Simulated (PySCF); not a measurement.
# C4H12N2Si2: magnetic properties

Wanted: magnetic properties for C4H12N2Si2 (`C=C[C@@H]1CN[Si@H]([SiH3])N1`).

Computed with PySCF 2.14.0 and routines of our own; the level stands in each step. Atoms count from 0.

### Step 1. The starting structure

20 atoms, charge 0, multiplicity 1; geometry from: GFN2-xTB.

### Step 2. Magnetic properties: GIAO BHandHLYP/pcSseg-1

The job: settings as JSON, then the geometry in Å.

```
{"job": {"kind": "mag", "xc": "BHandHLYP", "basis": "pcSseg-1", "isotopologues": 2}, "charge": 0, "multiplicity": 1}
C     -3.302524     0.842482     0.547327
C     -1.985077     0.902669     0.506184
C     -1.092596    -0.253630     0.180653
C     -0.216661    -0.646710     1.375806
N      0.920982    -1.347182     0.830084
Si     1.297640    -0.819624    -0.771735
Si     3.100196     0.563499    -1.111069
N     -0.153530     0.107400    -0.863860
H     -3.832154    -0.075997     0.352614
H     -3.907078     1.701053     0.785421
H     -1.463942     1.831913     0.695233
H     -1.701025    -1.123277    -0.112494
H      0.082410     0.259927     1.921639
H     -0.772368    -1.291323     2.064387
H      1.615735    -1.578277     1.520225
H      1.286968    -2.073187    -1.560557
H      4.346628    -0.195438    -0.954889
H      3.230259     1.709156    -0.201237
H      3.139831     1.120772    -2.466644
H     -0.598842     0.376452    -1.725326
```

With the program's defaults for keys left out, this is: GIAO BHandHLYP/pcSseg-1 magnetisability, rotational g tensor and spin-rotation constants, non-relativistic, gas phase.

Launch:

```bash
$ OMP_NUM_THREADS=1 python excited_run.py task.json out
```

The driver reads the jobs from task.json and runs them one after another.

Standard output:

```text
coarse grid: 17160 points
cycle   1  E = -847.8146884000  dE =  1.158e+00  |g| = 4.854e-01  |ddm| = 4.038e+00
cycle   2  E = -847.8350523792  dE = -2.036e-02  |g| = 4.347e-01  |ddm| = 8.110e-01
cycle   3  E = -847.8741725107  dE = -3.912e-02  |g| = 6.795e-02  |ddm| = 4.459e-01
cycle   4  E = -847.8750926579  dE = -9.201e-04  |g| = 2.383e-02  |ddm| = 8.092e-02
cycle   5  E = -847.8752328537  dE = -1.402e-04  |g| = 4.989e-03  |ddm| = 2.717e-02
cycle   6  E = -847.8752384773  dE = -5.624e-06  |g| = 1.720e-03  |ddm| = 5.812e-03
final grid: 155136 points
cycle   7  E = -847.9104358629  dE = -1.714e-05  |g| = 3.529e-03  |ddm| = 1.606e-02
cycle   8  E = -847.9104360727  dE = -2.098e-07  |g| = 3.479e-03  |ddm| = 6.354e-03
cycle   9  E = -847.9104387633  dE = -2.691e-06  |g| = 3.854e-04  |ddm| = 2.959e-03
cycle  10  E = -847.9104387959  dE = -3.262e-08  |g| = 1.239e-04  |ddm| = 4.333e-04
cycle  11  E = -847.9104387999  dE = -4.044e-09  |g| = 3.889e-05  |ddm| = 1.967e-04
cycle  12  E = -847.9104388003  dE = -3.538e-10  |g| = 1.076e-05  |ddm| = 4.343e-05
converged SCF energy = -847.9104388003

Magnetisability tensor (1e-30 J/T^2)
    -1515.13       -2.42       45.72
       -2.42    -1454.90      -21.49
       45.72      -21.49    -1565.10
isotropic -1511.71   principal values   -1594.38  -1492.24  -1448.52
isotropic susceptibility -91.037 1e-6 cm^3/mol

Inertial axes            a          b          c
rot. const./GHz      3.0645     0.7437     0.6723
chi total           -93.083    -88.250    -91.779
chi diamagnetic    -549.559  -1775.787  -1941.426
chi paramagnetic    456.475   1687.537   1849.647
quadrupole/D A       -1.631      0.879      0.752
g nuclear            0.6229     0.5791     0.5759
g electronic        -0.6572    -0.5896    -0.5842
g total             -0.0343    -0.0105    -0.0084

Spin-rotation constants (kHz, H = +C I.J)
atom  isotope        aa         bb         cc
  4    14N        0.090      0.021      0.030
  7    14N        0.142      0.028      0.033
  8     1H       -0.234     -0.043      0.005
  9     1H       -0.085     -0.030     -0.042
 10     1H       -0.260     -0.033      0.010
 11     1H       -0.234     -0.059      0.004
 12     1H       -0.339     -0.064      0.020
 13     1H       -0.152     -0.002     -0.072
 14     1H       -0.325     -0.042     -0.057
 15     1H       -0.221     -0.049      0.018
 16     1H       -0.014     -0.043     -0.068
 17     1H       -0.292     -0.066      0.014
 18     1H       -0.267     -0.002     -0.049
 19     1H       -0.348     -0.032     -0.058
  0    13C*       0.865      0.211      0.221
  1    13C*       1.018      0.245      0.260
  2    13C*       0.617      0.159      0.141
  3    13C*       0.538      0.149      0.139
  5   29Si*      -1.933     -0.439     -0.416
  6   29Si*      -1.443     -0.368     -0.316
* in the singly substituted isotopologue

Isotopologues: g along a, b, c
2H    at 8,9,10,11,12,1    -0.0277    -0.0092    -0.0073
13C   at 0                 -0.0342    -0.0103    -0.0082
```

It took 41 s on 1 thread of Intel Xeon 6975P-C, shared host; peak memory 1 GiB.

From this job:

```csv
quantity,value
magnetisability,-1512·10⁻³⁰ J/T²
molar susceptibility,-91.0·10⁻⁶ cm³/mol
"rotational g (a, b, c)","-0.0343, -0.0105, -0.0084"
```

Orbitals, density, ELF and potential are computed afterwards from the orbital file.

Frontier orbitals at BHandHLYP/pcSseg-1, with the share of their density that lies nearest to each atom:

```csv
orbital,energy (eV),lies on
HOMO,-7.74,N4 45 %; H15 10 %; Si6 9 %
LUMO,0.77,"Si5 22 %; Si6 12 %; H15, H18 about 11 % each"
```

ELF in a plane through or near 7 of the atoms.

Values, 10 rows by 14 columns:
```
0.00 0.00 0.00 0.00 0.00 0.00 0.00 0.00 0.00 0.00 0.00 0.00 0.00 0.00
0.00 0.00 0.00 0.00 0.00 0.00 0.00 0.00 0.01 0.00 0.00 0.00 0.00 0.00
0.00 0.00 0.00 0.00 0.00 0.90 0.77 0.05 0.99 0.26 0.00 0.00 0.00 0.00
0.00 0.00 0.03 0.02 0.00 0.63 0.64 0.55 0.99 0.12 0.00 0.00 0.00 0.00
0.00 0.10 0.99 0.83 0.23 0.41 0.64 0.49 0.69 0.12 0.39 0.09 0.00 0.00
0.00 0.31 1.00 0.71 0.19 0.66 0.25 0.20 0.76 0.58 0.61 0.30 0.01 0.00
0.00 0.01 0.18 0.13 0.09 0.21 0.62 0.63 0.36 0.64 0.74 0.99 0.17 0.00
0.00 0.00 0.12 0.96 0.65 0.03 0.04 0.06 0.05 0.18 0.24 0.82 0.01 0.00
0.00 0.00 0.01 0.50 0.15 0.00 0.00 0.00 0.00 0.00 0.00 0.00 0.00 0.00
0.00 0.00 0.00 0.00 0.00 0.00 0.00 0.00 0.00 0.00 0.00 0.00 0.00 0.00
```
The map spans 14.1 Å across and 9.9 Å up, centred on the molecule. Atoms in the plane (x, y in Å): C1 (2.1, -0.6), C3 (0.5, 1.3), Si6 (-3.2, -0.8), H9 (4.1, -1.3), H13 (1.2, 2.2), H14 (-1.3, 2.3), H16 (-4.5, 0.0).

On the surface of density 0.002 e/bohr³ the electrostatic potential runs, from the 1st to the 99th percentile, from -1.15 V near N4 to 1.48 V near H14.

### Step 3. Magnetic properties: GIAO KT2/cc-pVDZ

Settings changed since step 2:

```diff
@@ -1,2 +1,2 @@
-{"job": {"kind": "mag", "xc": "BHandHLYP", "basis": "pcSseg-1", "isotopologues": 2}, "charge": 0, "multiplicity": 1}
+{"job": {"kind": "mag", "xc": "KT2", "basis": "cc-pVDZ", "scf": {"guess": "vsap", "aux": "def2-qzvpp-jkfit"}}, "charge": 0, "multiplicity": 1}
 C     -3.302524     0.842482     0.547327
```

Method: GIAO KT2/cc-pVDZ magnetisability, rotational g tensor and spin-rotation constants, non-relativistic, gas phase.

Standard output:

```text
final grid: 155136 points
cycle   1  E = -826.0182780340  dE =  2.936e+01  |g| = 8.076e+00  |ddm| = 3.859e+01
cycle   2  E = -765.0607558073  dE =  6.096e+01  |g| = 1.417e+01  |ddm| = 5.743e+01
cycle   3  E = -837.4829980699  dE = -7.242e+01  |g| = 6.237e+00  |ddm| = 4.232e+01
cycle   4  E = -824.8202745774  dE =  1.266e+01  |g| = 5.387e+00  |ddm| = 2.264e+01
cycle   5  E = -808.0569392068  dE =  1.676e+01  |g| = 1.044e+01  |ddm| = 3.969e+01
cycle   6  E = -845.3675608403  dE = -3.731e+01  |g| = 3.769e+00  |ddm| = 3.321e+01
cycle   7  E = -857.5763081182  dE = -1.221e+01  |g| = 7.560e-01  |ddm| = 1.157e+01
cycle   8  E = -857.3485970725  dE =  2.277e-01  |g| = 1.220e+00  |ddm| = 3.498e+00
cycle   9  E = -857.7612899176  dE = -4.127e-01  |g| = 1.417e-01  |ddm| = 1.909e+00
cycle  10  E = -857.7671794348  dE = -5.890e-03  |g| = 4.785e-02  |ddm| = 4.583e-01
cycle  11  E = -857.7678888353  dE = -7.094e-04  |g| = 1.450e-02  |ddm| = 1.261e-01
cycle  12  E = -857.7679363551  dE = -4.752e-05  |g| = 9.803e-03  |ddm| = 3.612e-02
cycle  13  E = -857.7679593707  dE = -2.302e-05  |g| = 2.288e-03  |ddm| = 1.881e-02
cycle  14  E = -857.7679606322  dE = -1.262e-06  |g| = 9.282e-04  |ddm| = 5.179e-03
cycle  15  E = -857.7679608525  dE = -2.203e-07  |g| = 2.418e-04  |ddm| = 1.925e-03
cycle  16  E = -857.7679608675  dE = -1.495e-08  |g| = 5.902e-05  |ddm| = 5.486e-04
cycle  17  E = -857.7679608684  dE = -9.309e-10  |g| = 2.468e-05  |ddm| = 1.895e-04
converged SCF energy = -857.7679608684

Magnetisability tensor (1e-30 J/T^2)
    -1488.72      -19.90       44.32
      -19.90    -1466.76      -37.82
       44.32      -37.82    -1540.03
isotropic -1498.50   principal values   -1571.22  -1497.34  -1426.95
isotropic susceptibility -90.242 1e-6 cm^3/mol

Inertial axes            a          b          c
rot. const./GHz      3.0645     0.7437     0.6723
chi total           -91.363    -87.090    -92.273
chi diamagnetic    -545.956  -1773.195  -1937.786
chi paramagnetic    454.593   1686.105   1845.513
quadrupole/D A       -2.181      2.044      0.137
g nuclear            0.6229     0.5791     0.5759
g electronic        -0.6545    -0.5891    -0.5829
g total             -0.0316    -0.0100    -0.0071

Spin-rotation constants (kHz, H = +C I.J)
atom  isotope        aa         bb         cc
  4    14N        0.084      0.022      0.032
  7    14N        0.137      0.029      0.032
  8     1H       -0.223     -0.044      0.004
  9     1H       -0.079     -0.031     -0.043
 10     1H       -0.246     -0.034      0.008
 11     1H       -0.228     -0.057      0.007
 12     1H       -0.338     -0.060      0.024
 13     1H       -0.144      0.001     -0.072
 14     1H       -0.334     -0.040     -0.053
 15     1H       -0.198     -0.044      0.020
 16     1H       -0.013     -0.042     -0.068
 17     1H       -0.288     -0.066      0.014
 18     1H       -0.264     -0.002     -0.049
 19     1H       -0.356     -0.027     -0.056
  0    13C*       0.786      0.177      0.187
  1    13C*       0.910      0.208      0.220
  2    13C*       0.569      0.152      0.134
  3    13C*       0.482      0.139      0.127
  5   29Si*      -1.713     -0.384     -0.381
  6   29Si*      -1.228     -0.311     -0.267
* in the singly substituted isotopologue
```

Run time: 46 s. Hardware: 1 thread of Intel Xeon 6975P-C, shared host; peak memory 0.75 GiB.

Key values:

```csv
quantity,value
magnetisability,-1498·10⁻³⁰ J/T²
molar susceptibility,-90.2·10⁻⁶ cm³/mol
"rotational g (a, b, c)","-0.0316, -0.0100, -0.0071"
```

### Step 4. The levels compared

```csv
level,ξ (10⁻³⁰ J/T²),g(a),g(b),gap (eV),functions,time
GIAO BHandHLYP/pcSseg-1,-1512,-0.0343,-0.0105,8.52,210,41 s
GIAO KT2/cc-pVDZ,-1498,-0.0316,-0.0100,4.18,180,46 s
```

### Step 5. Outcome

```
                                                quantity                      value
       magnetisability (step 2, GIAO BHandHLYP/pcSseg-1)           -1512·10⁻³⁰ J/T²
  molar susceptibility (step 2, GIAO BHandHLYP/pcSseg-1)         -91.0·10⁻⁶ cm³/mol
rotational g (a, b, c) (step 2, GIAO BHandHLYP/pcSseg-1)  -0.0343, -0.0105, -0.0084
                   surface potential, 1st and 99th percentile         -1.15 V and 1.48 V
                         magnetisability over the levels  -1512 to -1498·10⁻³⁰ J/T²
```

**Reading.** The magnetisability spreads by 0.9 % over 2 levels of like cost. Two levels can agree by chance, so this spread shows no convergence. Vibrational averaging and real surroundings are missing from these values.
